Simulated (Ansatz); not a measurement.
# BGeNH+ (singlet): from Hartree-Fock to the top rungs, cc-pVDZ

The task here is to estimate one member of a computed series from the others.

Method: cc-pVDZ, core rule «outside noble gas», up to 16 orbitals frozen; program: Ansatz 0.2.0, Gaussian basis.

To be run: UHF; CCSD(T) on RHF; CCSD(T) on UHF; BCCD(T) on RHF; CISD; CCSDT(Q) on RHF; CCSDT(Q) on UHF; CASSCF and MRCISD+Q, 8 electrons in 8 orbitals; CASSCF and NEVPT2, 8 electrons in 8 orbitals.

19 further runs of the same task are left out: 9 that didn't finish, 10 set aside as unsound or not needed. Runs told in other sessions of the task aren't counted.

**The geometry**

The geometry is a PBE0/def2-TZVP stationary point (not a proven minimum) of the parent state, kept for this charge and spin. No spin-orbit coupling is included. The filled d shell of Ge may be among the frozen orbitals whatever the setting's name suggests.

4 atoms, charge 1, spin multiplicity 1.

Atoms are counted from 1 here; the program's logs count them from 0.

Bond lengths: B1–N3 1.257 Å, Ge2–N3 1.831 Å, Ge2–H4 1.604 Å. Angles: N3–Ge2–H4 94.6°, B1–N3–Ge2 170.7°.

The first run:

File in.yaml:

```yaml
crystal:
  periodic: [false, false, false]
  atoms:
    - {symbol: B, position_ang: [0.000000, -0.017155, -2.482526]}
    - {symbol: Ge, position_ang: [0.000000, -0.037363, 0.595113]}
    - {symbol: N, position_ang: [0.000000, 0.095641, -1.230569]}
    - {symbol: H, position_ang: [0.000000, 1.547619, 0.839131]}
basis:
  gaussian: {orbitals: cc-pVDZ}
total_charge: 1
magnetization: {spin_polarized: true, initial_magnetization: 0}
hamiltonian: {xc: hf}
output: {orbitals: {seedname: orbitals}}
```

Started as:

```
> ansatz run in.yaml --threads 1 --pin off --events-out ev --progress --plain --max-ram 2393MiB
```

Among the steps run: UHF; CCSD(T) on RHF; CCSD(T) on UHF; BCCD(T) on RHF; CISD; CCSDT(Q) on RHF; CCSDT(Q) on UHF; CASSCF and MRCISD+Q, 8 electrons in 8 orbitals; CASSCF and NEVPT2, 8 electrons in 8 orbitals.

One of the session's tables, all rows but one given; the rest of the session is left out.

```
           method  from RCCSDT(Q) (meV)
              RHF                     ?
              UHF               +8147.4
             RMP2               +2074.3
             UMP2                +993.0
            RCCSD               +1235.6
            UCCSD                +449.8
         RCCSD(T)                -373.1
         UCCSD(T)                 +79.2
          BCCD(T)                 +61.7
           RCCSDT                +188.0
           UCCSDT                 +29.7
        RCCSDT(Q)                     0
        UCCSDT(Q)                 -18.9
  CASSCF frontier               +5972.7
  NEVPT2 frontier               +1477.2
  MRCISD frontier                +698.7
MRCISD+Q frontier                +196.0
```

Q: Estimate the row for RHF from the others.

**Answer.** from RCCSDT(Q) (meV): +11283.1. In the column «from RCCSDT(Q) (meV)» it is the highest.

Not comparable, so not listed: CISD (they don't share determinant, frozen orbitals or solution with the rows shown, or repeat one).

To keep in mind: The determinant of CCSD(T) (⟨S²⟩ 1.05) is far from a pure spin state, so its energy mixes those of several spin states; high orders of coupled cluster remove much of that, low ones don't. The report flags that the cluster equations may have other roots. The determinant of CCSDT(Q) (⟨S²⟩ 1.05) is far from a pure spin state, so its energy mixes those of several spin states; high orders of coupled cluster remove much of that, low ones don't. The program flags RCCSD(T), BCCD(T), RCCSDT(Q) as in doubt, so the zero of the table is itself unsure. Warnings: restricted reference is unstable; spin contamination; large T1 diagnostic. Restricted and unrestricted rows rest on different reference determinants; a gap between their highest levels can come from leftover correlation error, from unlike frozen cores or from another state.
